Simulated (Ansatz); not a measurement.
# GaP₂H+ (doublet): from Hartree-Fock to the top rungs, cc-pVDZ

One table from this session's results is given with a row withheld; the runs are named, their logs left out.

Program: Ansatz 0.2.0, Gaussian basis. Level of theory: cc-pVDZ, core rule «outside noble gas», up to 24 orbitals frozen. These are calculated values, not measurements.

To be run: UHF; CCSD(T) on ROHF; CCSD(T) on UHF; BCCD(T) on ROHF; CISD; CCSDT(Q) on ROHF; CCSDT(Q) on UHF; CASSCF and NEVPT2, 9 electrons in 11 orbitals.

23 further runs of the same task are left out: 5 for a known fault of the program, 7 that didn't finish, 11 set aside as unsound or not needed.

**The geometry**

The geometry is a PBE0/def2-TZVP stationary point (not a proven minimum) of the parent state, kept for this charge and spin. No spin-orbit coupling is included. The filled d shell of Ga may be among the frozen orbitals whatever the setting's name suggests; the logs give the count.

4 atoms, charge 1, spin multiplicity 2.

Atoms are counted from 1 here; the program's logs count them from 0.

Bond lengths: Ga1–P2 2.530 Å, Ga1–P3 2.598 Å, P2–P3 2.012 Å, P3–H4 1.430 Å. Angles: P2–Ga1–P3 46.2°, Ga1–P2–P3 68.7°, Ga1–P3–P2 65.1°, Ga1–P3–H4 171.4°, P2–P3–H4 106.3°.

The first run:

in.yaml reads:

```yaml
crystal:
  periodic: [false, false, false]
  atoms:
    - {symbol: Ga, position_ang: [0.000000, -0.076559, 1.127333]}
    - {symbol: P, position_ang: [0.000000, 1.104224, -1.109985]}
    - {symbol: P, position_ang: [0.000000, -0.894896, -1.338266]}
    - {symbol: H, position_ang: [0.000000, -1.136760, -2.747692]}
basis:
  gaussian: {orbitals: cc-pVDZ}
total_charge: 1
magnetization: {spin_polarized: true, initial_magnetization: 1}
hamiltonian: {xc: hf}
output: {orbitals: {seedname: orbitals}}
```

On the command line:

```bash
ansatz run in.yaml --threads 1 --pin off --events-out ev --progress --plain --max-ram 2393MiB
```

Among the steps run: UHF; CCSD(T) on ROHF; CCSD(T) on UHF; BCCD(T) on ROHF; CISD; CCSDT(Q) on ROHF; CCSDT(Q) on UHF; CASSCF and NEVPT2, 9 electrons in 11 orbitals.

One table of the session follows, with a row left open; its other results are not shown here.

| method | from UCCSDT(Q) (kcal/mol) |
| --- | --- |
| ROHF | +199.13 |
| RMP2 | ? |
| UMP2 | +41.70 |
| RCCSD | +11.41 |
| UCCSD | +11.67 |
| RCCSD(T) | +1.88 |
| UCCSD(T) | +2.19 |
| BCCD(T) | +1.86 |
| RCCSDT | +1.03 |
| UCCSDT | +1.01 |
| RCCSDT(Q) | +0.09 |
| UCCSDT(Q) | 0 |
| CASSCF valence | +134.19 |
| NEVPT2 valence | +26.96 |

Q: Estimate the row for RMP2 from the others.

**Answer.** from UCCSDT(Q) (kcal/mol): +34.09. In the column «from UCCSDT(Q) (kcal/mol)» it lies between NEVPT2 valence (+26.96) and UMP2 (+41.70).

Not comparable, so not listed: CISD (they don't share determinant, frozen orbitals or solution with the rows shown, or repeat one).

Caveats from the session: Left out of the table: UHF (another determinant or state than the rows shown). Restricted and unrestricted rows rest on different reference determinants; where their highest levels disagree by more than a few hundredths of an eV, they describe different states and don't form one ladder.
